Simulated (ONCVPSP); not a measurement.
# How the qcut of the p channel shapes an ONCV potential for In, part 2 of 2

One potential is built and tested. Then the qcut of the p channel is changed, to learn what it costs or gains.

ONCVPSP 4.0.1; first potential PBE, scalar-relativistic. Earlier steps stand in the parts before.

## 6. Now with qcut of the p channel (1/bohr) = 3.4

Contents of In.dat:

```
# ATOM AND REFERENCE CONFIGURATION
# atsym  z   nc   nv     iexc    psfile
  In 49.00    9    2        4      upf
#
#   n    l    f
    1    0    2.00
    2    0    2.00
    2    1    6.00
    3    0    2.00
    3    1    6.00
    3    2   10.00
    4    0    2.00
    4    1    6.00
    4    2   10.00
    5    0    2.00
    5    1    0.75
#
# PSEUDOPOTENTIAL AND OPTIMIZATION
# lmax
    1
#
#   l,   rc,      ep,       ncon, nbas, qcut
    0    2.35    0.00    4    9    2.90
    1    3.15    0.00    4    8    3.40
#
# LOCAL POTENTIAL
# lloc, lpopt,  rc(5),   dvloc0
    4    5    2.10    1.00
#
# VANDERBILT-KLEINMAN-BYLANDER PROJECTORs
# l, nproj, debl
    0    3    3.80
    1    2    2.50
#
# MODEL CORE CHARGE
# icmod, fcfact, rcfact
    3    5.50    1.30
#
# LOG DERIVATIVE ANALYSIS
# epsh1, epsh2, depsh
   -2.00    5.00    0.02
#
# OUTPUT GRID
# rlmax, drl
    6.00    0.01
#
# TEST CONFIGURATIONS
# ncnf
    4
# nvcnf
#   n    l    f
    2
    5    0    2.00
    5    1    1.00
#
    2
    5    0    2.00
    5    1    0.00
#
    2
    5    0    1.00
    5    1    0.00
#
    2
    5    0    1.00
    5    1    1.00
#
```

The run is started by

```console
$ oncvpsp.x < In.dat > In.out
```

What the program wrote to In.out (without the consistency checks and plot data):

```text
ONCVPSP  (Optimized Norm-Conservinng Vanderbilt PSeudopotential)
scalar-relativistic version 4.0.1

[... all-electron levels as in step 2 ...]

Begin loop to  construct optimized pseudo wave functions
and semi-local pseudopoentials for all angular momenta

   Wellstate for l =  0  n =  8
     eigenvalue =   3.4416
     asymptotic potential =   3.9416
     half-point radius =  4.2670

   Wellstate for l =  0  n =  9
     eigenvalue =   7.2416
     asymptotic potential =   7.7416
     half-point radius =  3.7612

Calculating optimized projector #   1

 for l=   0

    Fraction of norm inside rc  0.461675
    Optimizing pswf for qcut=   2.91 a_B^-1,  ecut=   4.22 Ha
    Residual kinetic energy error=  1.68D-03 Ha

    Energy error per electron        Cutoff
         Ha          eV             Ha
         0.01000     0.27211        2.89
         0.00100     0.02721        5.70
         0.00010     0.00272       36.43
         0.00001     0.00027       43.90

Calculating optimized projector #   2

 for l=   0

    Fraction of norm inside rc  0.128221
    Optimizing pswf for qcut=   2.91 a_B^-1,  ecut=   4.22 Ha
    Residual kinetic energy error=  2.50D-01 Ha

    Energy error per electron        Cutoff
         Ha          eV             Ha
         0.01000     0.27211       20.46
         0.00100     0.02721       51.98
         0.00010     0.00272       58.86
         0.00001     0.00027       76.54

Calculating optimized projector #   3

 for l=   0

    Fraction of norm inside rc  0.108941
    Optimizing pswf for qcut=   2.91 a_B^-1,  ecut=   4.22 Ha
    Residual kinetic energy error=  8.60D-01 Ha

    Energy error per electron        Cutoff
         Ha          eV             Ha
         0.01000     0.27211       21.16
         0.00100     0.02721       51.43
         0.00010     0.00272       72.64
         0.00001     0.00027       96.69

   Wellstate for l =  1  n =  8
     eigenvalue =   2.3579
     asymptotic potential =   2.8579
     half-point radius =  5.4396

Calculating optimized projector #   1

 for l=   1

    Fraction of norm inside rc  0.454963
    Optimizing pswf for qcut=   3.40 a_B^-1,  ecut=   5.77 Ha
    Residual kinetic energy error=  8.66D-06 Ha

    Energy error per electron        Cutoff
         Ha          eV             Ha
         0.01000     0.27211        0.95
         0.00100     0.02721        2.36
         0.00010     0.00272        4.52
         0.00001     0.00027        5.85

Calculating optimized projector #   2

 for l=   1

    Fraction of norm inside rc  0.210824
    Optimizing pswf for qcut=   3.40 a_B^-1,  ecut=   5.77 Ha
    Residual kinetic energy error=  2.58D-03 Ha

    Energy error per electron        Cutoff
         Ha          eV             Ha
         0.01000     0.27211        5.04
         0.00100     0.02721        6.65
         0.00010     0.00272       23.73
         0.00001     0.00027       28.01

Construct Vanderbilt / Kleinmman-Bylander projectors

B matrix Hermiticity error, ll=   0
   1   2    1.7526E-04
   1   3   -2.2194E-04
   2   3    2.4465E-04

  Orthonormal projector coefficients  1.2596E+01  6.8745E+00  1.2490E+00

B matrix Hermiticity error, ll=   1
   1   2    5.8913E-05

  Orthonormal projector coefficients  2.1403E+00  3.6536E-01

Model core correction analysis
  based on d2Exc/dn_idn_j

d2excae - all-electron derivatives

   -2.760611D-02   -2.287998D-02
   -2.287813D-02   -2.788762D-02

d2excps - pseudofunction derivatives with no core correction

   -4.190729D-02   -2.867567D-02
   -2.867468D-02   -3.137059D-02

rms 2nd derivative error    8.423846E-03

rmatch, rhocmatch    2.1869    0.2473

Teter function model core charge with specified parameters

d2excps - pseudofunction derivatives with core correction

   -2.902782D-02   -2.301220D-02
   -2.301304D-02   -2.759080D-02

rms 2nd derivative error    7.322965E-04

Pseudoatom total energy   -1.936522

Diagnostic tests using Vanderbilt-Kleinman-Bylander pseudopotentials
  1 or more projectors used as specified by nproj input data

   l    rcore       rmatch      e in        delta e   norm test  slope test

   0   2.3637640   2.4355330  -0.3583624  -0.0000011   1.0000249   1.0000344
   0   2.3637640   2.4355330   3.4416376   0.0000659   1.0002379   1.0002379
   0   2.3637640   2.4355330   7.2416376   0.0000467   1.0003935   1.0003935

   1   3.1688754   3.2650893  -0.1420667  -0.0000002   1.0000077   1.0000124
   1   3.1688754   3.2650893   2.3579333   0.0000120   1.0001005   1.0001005

 Testing for bound ghosts
   n   l    E NL Schr. Eq   E Basis Diag.   E Cutoff

   1   0       -0.358363       -0.357247     79.85

   2   1       -0.142067       -0.140796     30.02

 Testing for highly-localized positive-energy ghosts
       l    <radius>/rc     E Basis Diag.   E Cutoff

       0        0.456938        9.098996     79.85  WARNING - GHOST(+)

Test configuration 0

   n   l     f        eae           eps        diff
   1   0  2.0000-1020.01676498
   2   0  2.0000 -152.77840498
   2   1  6.0000 -137.13029971
   3   0  2.0000  -29.04089562
   3   1  6.0000  -23.91682913
   3   2 10.0000  -15.96340976
   4   0  2.0000   -4.45900145
   4   1  6.0000   -2.93285763
   4   2 10.0000   -0.74596220
   5   0  2.0000   -0.35836237   -0.35836348   -1.11D-06
   5   1  0.7500   -0.14206668   -0.14206688   -1.95D-07

    Total energies and differences
      AE_ref= -5.88160671D+03  AE_tst= -5.88160671D+03  dif=  0.00D+00
      PS_ref= -1.93652236D+00  PS_tst= -1.93652236D+00  dif=  4.88D-15
      PSP excitation error= -4.88D-15

Test configuration 1

   n   l     f        eae           eps        diff
   1   0  2.0000-1019.95496395
   2   0  2.0000 -152.71680934
   2   1  6.0000 -137.06867834
   3   0  2.0000  -28.97933047
   3   1  6.0000  -23.85526208
   3   2 10.0000  -15.90185308
   4   0  2.0000   -4.39741076
   4   1  6.0000   -2.87123162
   4   2 10.0000   -0.68439220
   5   0  2.0000   -0.30176496   -0.30146442    3.01D-04
   5   1  1.0000   -0.09256095   -0.09243452    1.26D-04

    Total energies and differences
      AE_ref= -5.88160671D+03  AE_tst= -5.88163595D+03  dif= -2.92D-02
      PS_ref= -1.93652236D+00  PS_tst= -1.96574984D+00  dif= -2.92D-02
      PSP excitation error= -1.31D-05

Test configuration 2

   n   l     f        eae           eps        diff
   1   0  2.0000-1020.23088656
   2   0  2.0000 -152.99126966
   2   1  6.0000 -137.34330486
   3   0  2.0000  -29.25359294
   3   1  6.0000  -24.12953529
   3   2 10.0000  -16.17605630
   4   0  2.0000   -4.67171257
   4   1  6.0000   -3.14569823
   4   2 10.0000   -0.95816598
   5   0  2.0000   -0.54849627   -0.55102158   -2.53D-03

    Total energies and differences
      AE_ref= -5.88160671D+03  AE_tst= -5.88143885D+03  dif=  1.68D-01
      PS_ref= -1.93652236D+00  PS_tst= -1.76809221D+00  dif=  1.68D-01
      PSP excitation error= -5.69D-04

Test configuration 3

   n   l     f        eae           eps        diff
   1   0  2.0000-1020.62443740
   2   0  2.0000 -153.38008447
   2   1  6.0000 -137.73238653
   3   0  2.0000  -29.64280069
   3   1  6.0000  -24.51873439
   3   2 10.0000  -16.56498989
   4   0  2.0000   -5.06106775
   4   1  6.0000   -3.53499747
   4   2 10.0000   -1.34244364
   5   0  1.0000   -0.86991953   -0.88064330   -1.07D-02

    Total energies and differences
      AE_ref= -5.88160671D+03  AE_tst= -5.88073196D+03  dif=  8.75D-01
      PS_ref= -1.93652236D+00  PS_tst= -1.05453820D+00  dif=  8.82D-01
      PSP excitation error= -7.24D-03

Test configuration 4

   n   l     f        eae           eps        diff
   1   0  2.0000-1020.29110303
   2   0  2.0000 -153.04997764
   2   1  6.0000 -137.40196562
   3   0  2.0000  -29.31310589
   3   1  6.0000  -24.18902460
   3   2 10.0000  -16.23541793
   4   0  2.0000   -4.73189678
   4   1  6.0000   -3.20579344
   4   2 10.0000   -1.01571742
   5   0  1.0000   -0.58462466   -0.58910073   -4.48D-03
   5   1  1.0000   -0.33863575   -0.34147940   -2.84D-03

    Total energies and differences
      AE_ref= -5.88160671D+03  AE_tst= -5.88119655D+03  dif=  4.10D-01
      PS_ref= -1.93652236D+00  PS_tst= -1.52455614D+00  dif=  4.12D-01
      PSP excitation error= -1.81D-03
```

Run time: 3.9 s. Hardware: 1 thread, shared host.

Excitation and ionisation energies from 5s2 5p0.75, with the error of the potential.

```csv
valence configuration,charge,ΔE all-electron (eV),error AE − PS (meV)
5s2 5p1,0,-0.796,-0.4
5s2 5p0,+1,4.568,-15
5s1 5p0,+2,23.803,-197
5s1 5p1,+1,11.161,-49
```

Compared with the first run, the loose cutoff stays at 5.7 Ha, the largest test error goes from -206 to -197 meV and there is no bound ghost.

## 7. Changed: qcut of the p channel (1/bohr) = 4

Edit In.dat of step 6 so:

```diff
@@ -23,3 +23,3 @@
     0    2.35    0.00    4    9    2.90
-    1    3.15    0.00    4    8    3.40
+    1    3.15    0.00    4    8    4.00
 #
```

The run is started by

```console
$ oncvpsp.x < In.dat > In.out
```

The output, In.out (without the consistency checks and plot data):

```text
ONCVPSP  (Optimized Norm-Conservinng Vanderbilt PSeudopotential)
scalar-relativistic version 4.0.1

[... all-electron levels as in step 2 ...]

Begin loop to  construct optimized pseudo wave functions
and semi-local pseudopoentials for all angular momenta

   Wellstate for l =  0  n =  8
     eigenvalue =   3.4416
     asymptotic potential =   3.9416
     half-point radius =  4.2670

   Wellstate for l =  0  n =  9
     eigenvalue =   7.2416
     asymptotic potential =   7.7416
     half-point radius =  3.7612

Calculating optimized projector #   1

 for l=   0

    Fraction of norm inside rc  0.461675
    Optimizing pswf for qcut=   2.91 a_B^-1,  ecut=   4.22 Ha
    Residual kinetic energy error=  1.68D-03 Ha

    Energy error per electron        Cutoff
         Ha          eV             Ha
         0.01000     0.27211        2.89
         0.00100     0.02721        5.70
         0.00010     0.00272       36.43
         0.00001     0.00027       43.90

Calculating optimized projector #   2

 for l=   0

    Fraction of norm inside rc  0.128221
    Optimizing pswf for qcut=   2.91 a_B^-1,  ecut=   4.22 Ha
    Residual kinetic energy error=  2.50D-01 Ha

    Energy error per electron        Cutoff
         Ha          eV             Ha
         0.01000     0.27211       20.46
         0.00100     0.02721       51.98
         0.00010     0.00272       58.86
         0.00001     0.00027       76.54

Calculating optimized projector #   3

 for l=   0

    Fraction of norm inside rc  0.108941
    Optimizing pswf for qcut=   2.91 a_B^-1,  ecut=   4.22 Ha
    Residual kinetic energy error=  8.60D-01 Ha

    Energy error per electron        Cutoff
         Ha          eV             Ha
         0.01000     0.27211       21.16
         0.00100     0.02721       51.43
         0.00010     0.00272       72.64
         0.00001     0.00027       96.69

   Wellstate for l =  1  n =  8
     eigenvalue =   2.3579
     asymptotic potential =   2.8579
     half-point radius =  5.4396

Calculating optimized projector #   1

 for l=   1

    Fraction of norm inside rc  0.454963
    Optimizing pswf for qcut=   4.01 a_B^-1,  ecut=   8.02 Ha
    Residual kinetic energy error=  4.03D-07 Ha

    Energy error per electron        Cutoff
         Ha          eV             Ha
         0.01000     0.27211        1.00
         0.00100     0.02721        3.62
         0.00010     0.00272        5.37
         0.00001     0.00027        6.61

Calculating optimized projector #   2

 for l=   1

    Fraction of norm inside rc  0.210824
    Optimizing pswf for qcut=   4.01 a_B^-1,  ecut=   8.02 Ha
    Residual kinetic energy error=  9.67D-05 Ha

    Energy error per electron        Cutoff
         Ha          eV             Ha
         0.01000     0.27211        5.24
         0.00100     0.02721        6.54
         0.00010     0.00272        8.00
         0.00001     0.00027       25.08

Construct Vanderbilt / Kleinmman-Bylander projectors

B matrix Hermiticity error, ll=   0
   1   2    1.7526E-04
   1   3   -2.2194E-04
   2   3    2.4465E-04

  Orthonormal projector coefficients  1.2596E+01  6.8745E+00  1.2490E+00

B matrix Hermiticity error, ll=   1
   1   2    5.8918E-05

  Orthonormal projector coefficients  2.2973E+00  3.3387E-01

Model core correction analysis
  based on d2Exc/dn_idn_j

d2excae - all-electron derivatives

   -2.760611D-02   -2.287998D-02
   -2.287813D-02   -2.788762D-02

d2excps - pseudofunction derivatives with no core correction

   -4.191309D-02   -2.866040D-02
   -2.865939D-02   -3.141470D-02

rms 2nd derivative error    8.425645E-03

rmatch, rhocmatch    2.1869    0.2473

Teter function model core charge with specified parameters

d2excps - pseudofunction derivatives with core correction

   -2.901209D-02   -2.305984D-02
   -2.306066D-02   -2.765497D-02

rms 2nd derivative error    7.239738E-04

Pseudoatom total energy   -1.936181

Diagnostic tests using Vanderbilt-Kleinman-Bylander pseudopotentials
  1 or more projectors used as specified by nproj input data

   l    rcore       rmatch      e in        delta e   norm test  slope test

   0   2.3637640   2.4355330  -0.3583624  -0.0000011   1.0000249   1.0000344
   0   2.3637640   2.4355330   3.4416376   0.0000659   1.0002379   1.0002379
   0   2.3637640   2.4355330   7.2416376   0.0000467   1.0003935   1.0003935

   1   3.1688754   3.2650893  -0.1420667  -0.0000002   1.0000079   1.0000126
   1   3.1688754   3.2650893   2.3579333   0.0000121   1.0000972   1.0000972

 Testing for bound ghosts
   n   l    E NL Schr. Eq   E Basis Diag.   E Cutoff

   1   0       -0.358363       -0.357247     79.85

   2   1       -0.142067       -0.140796     30.02

 Testing for highly-localized positive-energy ghosts
       l    <radius>/rc     E Basis Diag.   E Cutoff

       0        0.456938        9.098996     79.85  WARNING - GHOST(+)

Test configuration 0

   n   l     f        eae           eps        diff
   1   0  2.0000-1020.01676498
   2   0  2.0000 -152.77840498
   2   1  6.0000 -137.13029971
   3   0  2.0000  -29.04089562
   3   1  6.0000  -23.91682913
   3   2 10.0000  -15.96340976
   4   0  2.0000   -4.45900145
   4   1  6.0000   -2.93285763
   4   2 10.0000   -0.74596220
   5   0  2.0000   -0.35836237   -0.35836348   -1.11D-06
   5   1  0.7500   -0.14206668   -0.14206687   -1.95D-07

    Total energies and differences
      AE_ref= -5.88160671D+03  AE_tst= -5.88160671D+03  dif=  0.00D+00
      PS_ref= -1.93618108D+00  PS_tst= -1.93618108D+00  dif=  4.22D-15
      PSP excitation error= -4.22D-15

Test configuration 1

   n   l     f        eae           eps        diff
   1   0  2.0000-1019.95496395
   2   0  2.0000 -152.71680934
   2   1  6.0000 -137.06867834
   3   0  2.0000  -28.97933047
   3   1  6.0000  -23.85526208
   3   2 10.0000  -15.90185308
   4   0  2.0000   -4.39741076
   4   1  6.0000   -2.87123162
   4   2 10.0000   -0.68439220
   5   0  2.0000   -0.30176496   -0.30147591    2.89D-04
   5   1  1.0000   -0.09256095   -0.09243645    1.24D-04

    Total energies and differences
      AE_ref= -5.88160671D+03  AE_tst= -5.88163595D+03  dif= -2.92D-02
      PS_ref= -1.93618108D+00  PS_tst= -1.96540893D+00  dif= -2.92D-02
      PSP excitation error= -1.27D-05

Test configuration 2

   n   l     f        eae           eps        diff
   1   0  2.0000-1020.23088656
   2   0  2.0000 -152.99126966
   2   1  6.0000 -137.34330486
   3   0  2.0000  -29.25359294
   3   1  6.0000  -24.12953529
   3   2 10.0000  -16.17605630
   4   0  2.0000   -4.67171257
   4   1  6.0000   -3.14569823
   4   2 10.0000   -0.95816598
   5   0  2.0000   -0.54849627   -0.55090747   -2.41D-03

    Total energies and differences
      AE_ref= -5.88160671D+03  AE_tst= -5.88143885D+03  dif=  1.68D-01
      PS_ref= -1.93618108D+00  PS_tst= -1.76777227D+00  dif=  1.68D-01
      PSP excitation error= -5.48D-04

Test configuration 3

   n   l     f        eae           eps        diff
   1   0  2.0000-1020.62443740
   2   0  2.0000 -153.38008447
   2   1  6.0000 -137.73238653
   3   0  2.0000  -29.64280069
   3   1  6.0000  -24.51873439
   3   2 10.0000  -16.56498989
   4   0  2.0000   -5.06106775
   4   1  6.0000   -3.53499747
   4   2 10.0000   -1.34244364
   5   0  1.0000   -0.86991953   -0.88048245   -1.06D-02

    Total energies and differences
      AE_ref= -5.88160671D+03  AE_tst= -5.88073196D+03  dif=  8.75D-01
      PS_ref= -1.93618108D+00  PS_tst= -1.05435618D+00  dif=  8.82D-01
      PSP excitation error= -7.08D-03

Test configuration 4

   n   l     f        eae           eps        diff
   1   0  2.0000-1020.29110303
   2   0  2.0000 -153.04997764
   2   1  6.0000 -137.40196562
   3   0  2.0000  -29.31310589
   3   1  6.0000  -24.18902460
   3   2 10.0000  -16.23541793
   4   0  2.0000   -4.73189678
   4   1  6.0000   -3.20579344
   4   2 10.0000   -1.01571742
   5   0  1.0000   -0.58462466   -0.58928421   -4.66D-03
   5   1  1.0000   -0.33863575   -0.34140188   -2.77D-03

    Total energies and differences
      AE_ref= -5.88160671D+03  AE_tst= -5.88119655D+03  dif=  4.10D-01
      PS_ref= -1.93618108D+00  PS_tst= -1.52412689D+00  dif=  4.12D-01
      PSP excitation error= -1.90D-03
```

Wall time 3.9 s (1 thread, shared host).

Energies count from the reference configuration 5s2 5p0.75; the error is all-electron less pseudo.

| valence configuration | charge | ΔE all-electron (eV) | error AE − PS (meV) |
| --- | --- | --- | --- |
| 5s2 5p1 | 0 | -0.796 | -0.3 |
| 5s2 5p0 | +1 | 4.568 | -15 |
| 5s1 5p0 | +2 | 23.803 | -193 |
| 5s1 5p1 | +1 | 11.161 | -52 |

Against the first potential, the loose cutoff stays at 5.7 Ha, the largest test error goes from -206 to -193 meV and there is no bound ghost.

## 8. Comparison

This closing draws on all 2 parts.

Cutoffs, loose and tight: the cutoffs (Ha) at which the residual kinetic energy of the hardest occupied pseudo-wave falls to 1 and 0.1 mHa per electron; empty and scattering waves don't count. The number of plane waves in a given cell goes as the cutoff to the power 3/2; it is given for the loose cutoff, relative to the first potential. Test errors are all-electron less pseudo. The phase difference is the largest within 0.5 Ha of zero, over the channels with partial waves.

| qcut of the p channel (1/bohr) | outcome | cutoff, loose | cutoff, tight | plane waves, relative | bound ghosts | largest test error (meV) | phase difference near zero (rad) | swept channel's first wave, loose cutoff |
| --- | --- | --- | --- | --- | --- | --- | --- | --- |
| 2.4 (first) | generated | 5.7 Ha | 36 Ha | 1.00 | none | -206 | 0.003 | 1.6 Ha |
| 3.4 | generated | 5.7 Ha | 36 Ha | 1.00 | none | -197 | 0.002 | 2.4 Ha |
| 4 | generated | 5.7 Ha | 36 Ha | 1.00 | none | -193 | 0.001 | 3.6 Ha |

What this shows: The loose cutoff is 5.7 Ha at 2.4, 5.7 Ha at 3.4 and 5.7 Ha at 4. The cutoff of the swept channel's first wave is 1.6 Ha at 2.4, 2.4 Ha at 3.4 and 3.6 Ha at 4. The largest test error is 206 meV at 2.4, 197 meV at 3.4 and 193 meV at 4.

The first potential by itself. The worst unpolarised test, 5s1 5p0, is off by 206 meV on 23.8 eV; by total energies transferability rates as poor. The potential is soft on the atom at that tolerance: the looser tolerance needs 5.7 Ha. The tighter tolerance needs 36 Ha, and converged work needs a cutoff nearer that. At the looser tolerance the 5s wave is the slowest; 5p needs 2 Ha. No bound ghost shows below the valence levels.
